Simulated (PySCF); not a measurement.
# C5H10BrFO: the cost of one run

Computed with PySCF 2.14.0 and routines of our own; the level stands in each step. Atoms count from 0.

## Step 1: The starting structure

18 atoms, charge 0, multiplicity 1; geometry from: GFN2-xTB.

## Step 2: Optimising the geometry at PBE0-D3(BJ)/def2-SVP

Job settings and geometry (Å):

```
{"job": {"xc": "PBE0", "basis": "def2-SVP", "d3": "d3bj", "grid": 1, "kind": "geom"}, "charge": 0, "multiplicity": 1}
C     -1.443449    -1.156494    -0.429084
C     -0.409712    -0.218617     0.202926
C     -0.938804     1.222626     0.164407
O     -0.123149    -0.606433     1.534623
C      0.929192    -0.304045    -0.548662
Br     1.631923    -2.121949    -0.436490
C      2.014339     0.605064     0.011882
F      1.836311     1.893787    -0.424446
H     -1.112394    -2.190762    -0.366354
H     -2.393422    -1.068260     0.095620
H     -1.603085    -0.899664    -1.473344
H     -0.998105     1.583406    -0.858597
H     -1.933050     1.258159     0.605647
H     -0.290486     1.885363     0.730470
H     -0.948512    -0.685520     2.023714
H      0.784019    -0.099052    -1.611232
H      3.004427     0.296402    -0.338264
H      1.985199     0.612306     1.105528
```

Started as:

```sh
$ OMP_NUM_THREADS=1 python excited_run.py task.json out
```

One launch serves the whole session: the jobs run in the order shown.

**Question.** How long does this first job take on 1 thread of Arm Neoverse N1, shared host, and how much memory does it need?

About 2.8 min, with a peak of 0.8 GiB.
